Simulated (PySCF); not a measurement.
# C₄H₉FGeSi: electronic excitations

Wanted: the electronic excitations of C₄H₉FGeSi (`CCC1=[CH][Ge@H]([F])[SiH2]1`), by calculation.

Programs: PySCF 2.14.0, with density-fitted response routines of our own. Each step states its level of theory. These are calculated values for one molecule in the gas phase, unless marked as measured. Atoms are numbered from 0 throughout.

### 1 Starting geometry

16 atoms, charge 0, multiplicity 1; geometry from: GFN2-xTB.

Bonds of the start (Å): C0–C1 1.53, C1–C2 1.50, C2–C3 1.34, C3–Ge4 1.99, Ge4–F5 1.80, Ge4–Si6 2.40, Si6–C2 1.90, C0–H7 1.09, C0–H8 1.09, C0–H9 1.09, C1–H10 1.09, C1–H11 1.09, C3–H12 1.08, Ge4–H13 1.55, Si6–H14 1.47, Si6–H15 1.47.

### 2 Excited states and response: CAM-B3LYP/def2-SVPD

The job: settings as JSON, then the geometry in Å.

```
{"job": {"kind": "uv", "xc": "CAM-B3LYP", "basis": "def2-SVPD", "nstates": 8, "ntriplets": 3}, "charge": 0, "multiplicity": 1}
C      2.208721    -0.291481     0.710281
C      1.349683     0.795597     0.068285
C     -0.090543     0.395817     0.033453
C     -1.101098     1.051582     0.627365
Ge    -2.687079    -0.065303     0.178418
F     -3.258071    -0.821737     1.714164
Si    -0.796373    -1.143438    -0.834570
H      1.869208    -0.487364     1.725164
H      2.141394    -1.215885     0.139635
H      3.250904     0.017949     0.746375
H      1.698176     0.968031    -0.955061
H      1.461843     1.729398     0.626402
H     -0.948566     1.960323     1.194064
H     -4.000199     0.707310    -0.094331
H     -0.707615    -1.133458    -2.298999
H     -0.397983    -2.458398    -0.324574
```

Level: TDDFT CAM-B3LYP/def2-SVPD, vertical, gas phase, core orbitals frozen in the response.

Command:

```sh
$ OMP_NUM_THREADS=1 python probes_run.py task.json out
```

This one command runs all jobs of the session in turn.

What will the session give for the following? lowest singlet (CAM-B3LYP/def2-SVPD); brightest single state of those computed; lowest triplet. Wanted: lowest singlet; brightest single state of those computed; lowest triplet.

The runs gave:

| quantity | value |
| --- | --- |
| lowest singlet (CAM-B3LYP/def2-SVPD) | 5.67 eV (219 nm), f = 0.001 |
| brightest single state of those computed | state 7, 6.83 eV, f = 0.112 |
| lowest triplet | 4.33 eV |

**Reading.** The lowest singlet, at 5.67 eV, is HOMO→LUMO+1 0.60, HOMO→LUMO 0.21 and is dark; of the 8 states computed, the strongest absorption comes from state 7 at 6.83 eV. The lowest triplet lies 1.34 eV below the lowest singlet (triplets in Tamm-Dancoff, singlets in full TDDFT).
